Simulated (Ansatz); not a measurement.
This script makes an equation of state with a fit of LaMg, space group Pm-3m with Ansatz 0.2.0, Python API.

`eos_lamg.py`
```python
import logging
import sys

import ansatz as az
import numpy as np
from scipy.optimize import curve_fit

logging.basicConfig(stream=sys.stdout, format="%(levelname)s %(message)s")
log = logging.getLogger("run")
log.setLevel(logging.INFO)

vectors0 = np.array([
    [3.965, 0.0, 0.0],
    [0.0, 3.965, 0.0],
    [0.0, 0.0, 3.965],
])
sites = [
    ("La", [0.5, 0.5, 0.5]),
    ("Mg", [0.0, 0.0, 0.0]),
]


def build(cell):
    crystal = az.Crystal(lattice=az.Lattice.of(cell))
    for symbol, position in sites:
        crystal = crystal.atom(symbol, position)
    return crystal

def vinet(v, e0, v0, b0, b1):
    eta = (v / v0) ** (1 / 3)
    return e0 + 2 * b0 * v0 / (b1 - 1) ** 2 * (2 - (5 + 3 * b1 * (eta - 1) - 3 * eta) * np.exp(-1.5 * (b1 - 1) * (eta - 1)))


def main() -> None:
    volumes, energies, pressures = [], [], []
    for scale in np.linspace(0.9, 1.1, 9):
        cell = vectors0 * scale ** (1 / 3)
        model = (
            build(cell).calculation()
            .functional("pbesol")
            .basis(41 * az.Ry)
            .occupations("Marzari-Vanderbilt", width=0.15)
            .kpoints(6, 6, 6)
            .stress()
        )
        r = model.run(threads=1).report
        volumes.append(abs(np.linalg.det(cell)) / len(sites))
        energies.append(r["free_energy_ev"] / len(sites))
        pressures.append(np.trace(r["stress_gpa"]) / 3)
        log.info(f"V = {volumes[-1]:8.4f} A^3/atom  F = {energies[-1]:.5f} eV/atom  P = {pressures[-1]:8.3f} GPa")

    guess = (min(energies), volumes[int(np.argmin(energies))], 0.5, 4.5)
    (e0, v0, b0, b1), _ = curve_fit(vinet, np.array(volumes), np.array(energies), p0=guess, maxfev=20000)
    log.info(f"Vinet fit: V0 = {v0:.4f} A^3/atom, B0 = {160.21766 * b0:.1f} GPa, B1 = {b1:.2f}")
    print("largest residual", round(1000 * float(np.abs(vinet(np.array(volumes), e0, v0, b0, b1) - energies).max()), 3), "meV/atom")


if __name__ == "__main__":
    main()
```

Where does the minimum lie against the volume typed, and how stiff is the crystal?

A third-order Birch-Murnaghan fit through the 9 points (the script's own form differs a little) has its minimum at 30.11 Å³ an atom, 3.4 % below the typed cell, with a bulk modulus of 36 GPa and dB/dP = 3.3. From that minimum the energy rises by 17.5 meV an atom on the compressed side and 54.3 meV on the expanded side.

The output:

```console
$ python eos_lamg.py
INFO V =  28.0506 A^3/atom  F = -4036.72865 eV/atom  P =    2.868 GPa
INFO V =  28.8298 A^3/atom  F = -4036.73966 eV/atom  P =    1.682 GPa
INFO V =  29.6090 A^3/atom  F = -4036.74522 eV/atom  P =    0.620 GPa
INFO V =  30.3881 A^3/atom  F = -4036.74588 eV/atom  P =   -0.331 GPa
INFO V =  31.1673 A^3/atom  F = -4036.74215 eV/atom  P =   -1.184 GPa
INFO V =  31.9465 A^3/atom  F = -4036.73450 eV/atom  P =   -1.948 GPa
INFO V =  32.7257 A^3/atom  F = -4036.72333 eV/atom  P =   -2.633 GPa
INFO V =  33.5049 A^3/atom  F = -4036.70901 eV/atom  P =   -3.246 GPa
INFO V =  34.2841 A^3/atom  F = -4036.69187 eV/atom  P =   -3.793 GPa
INFO Vinet fit: V0 = 30.1068 A^3/atom, B0 = 36.2 GPa, B1 = 3.25
largest residual 0.002 meV/atom
```

Caveats:
- Total energies depend on the potentials; only differences at equal settings carry meaning.
- For a metal this k-point mesh is coarse: on a finer one energies can move by several to tens of meV an atom and pressures by half a GPa or more, differences at one mesh by less.
- Pressure is positive in compression.
- The starting cell is as deposited in a crystallographic database; the results hold for this polymorph, which needn't be the stable one.
- It ran for 14 s on 1 thread of Arm Neoverse V1 (shared host), peak memory 0.46 GiB.
